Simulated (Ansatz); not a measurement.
# CFI₂ radical: a ladder of functionals and wavefunction methods

An exercise on one series of results from a longer session: the logs are not shown, and one member is left open.

Method: functionals in def2-TZVPP, the program's frozen cores in correlated methods; program: Ansatz 0.2.0, Gaussian basis.

The runs, in order: LDA (SPW92), PBE-D4, revPBE-D4, BLYP-D4, r2SCAN-D4, B97M-V, PBE0-D4, B3LYP-D4, r2SCANh-D4, r2SCAN0-D4, HSE06-D4, BHLYP-D4, CAM-B3LYP-D4, LC-ωPBE, ωB97X-V, ωB97M-V, B2PLYP, PBE-QIDH; CCSD(T)/def2-SVP; CCSD(T)/def2-TZVPP; MP2/def2-QZVPP; extrapolation to the limit; RPA on PBE.

## The geometry

An earlier PBE0-D4 in a triple-zeta def2 set relaxation fixed the geometry. I takes the def2 core potential; no spin-orbit term is included.

SMILES `F[C](I)I`, 4 atoms, charge 0, spin multiplicity 2.

Atoms are counted from 1 here; the program's logs count them from 0.

Bond lengths: F1–C2 1.320 Å, C2–I3 2.084 Å, C2–I4 2.084 Å. Angles: F1–C2–I3 113.7°, F1–C2–I4 113.7°, I3–C2–I4 119.8°.

Coordinates:

```
F     1.42037   -0.16976    0.28032
C     0.16146    0.21385    0.17273
I    -1.16820   -0.95931    1.26771
I    -0.35824    0.85491   -1.74096
```

The first run:

The input, in.yaml:

```yaml
crystal:
  periodic: [false, false, false]
  atoms:
    - {symbol: F, position_ang: [1.420372, -0.169762, 0.280323]}
    - {symbol: C, position_ang: [0.161463, 0.213855, 0.172733]}
    - {symbol: I, position_ang: [-1.168199, -0.959307, 1.267707]}
    - {symbol: I, position_ang: [-0.358237, 0.854915, -1.740962]}
basis:
  gaussian: {orbitals: def2-TZVPP}
magnetization: {spin_polarized: true, initial_magnetization: 1}
hamiltonian: {xc: lda}
output: {orbitals: {seedname: orbitals}}
```

Run with:

```
> ansatz run in.yaml --threads 4 --pin off --events-out ev --progress --plain --max-ram 10444MiB
```

Among the steps run: LDA; PBE-D4 (GGA); revPBE-D4 (GGA); BLYP-D4 (GGA); r2SCAN-D4 (meta-GGA); B97M-V (meta-GGA); B3LYP-D4 (hybrid); r2SCANh-D4 (hybrid); r2SCAN0-D4 (hybrid); HSE06-D4 (hybrid); BHLYP-D4 (hybrid); CAM-B3LYP-D4 (range-separated); LC-ωPBE (range-separated); ωB97X-V (range-separated); ωB97M-V (range-separated); B2PLYP (double hybrid); PBE-QIDH (double hybrid).

One table of the session follows, with a row left open; its other results are not shown here.

It belongs to the step «Frontier levels by functional». 

```
  functional  HOMO (eV)  LUMO (eV)  gap (eV)
 LDA (SPW92)          ?          ?         ?
      PBE-D4      -5.09      -3.68      1.40
   revPBE-D4      -5.05      -3.58      1.46
     BLYP-D4      -4.92      -3.61      1.31
   r2SCAN-D4      -5.56      -3.30      2.26
      B97M-V      -5.35      -3.45      1.90
     PBE0-D4      -6.45      -2.72      3.73
    B3LYP-D4      -6.16      -3.03      3.12
  r2SCANh-D4      -6.05      -2.95      3.10
  r2SCAN0-D4      -6.78      -2.44      4.34
    HSE06-D4      -6.05      -3.11      2.94
    BHLYP-D4      -7.62      -1.73      5.89
CAM-B3LYP-D4      -7.70      -1.68      6.02
     LC-ωPBE      -9.06      -0.40      8.65
     ωB97X-V      -8.61      -0.72      7.89
     ωB97M-V      -8.37      -0.89      7.48
```

Estimate the missing values for LDA (SPW92).

The run gave: HOMO (eV): -5.13; LUMO (eV): -4.06; gap (eV): 1.06. In the column «HOMO (eV)» it lies between B97M-V (-5.35) and PBE-D4 (-5.09).
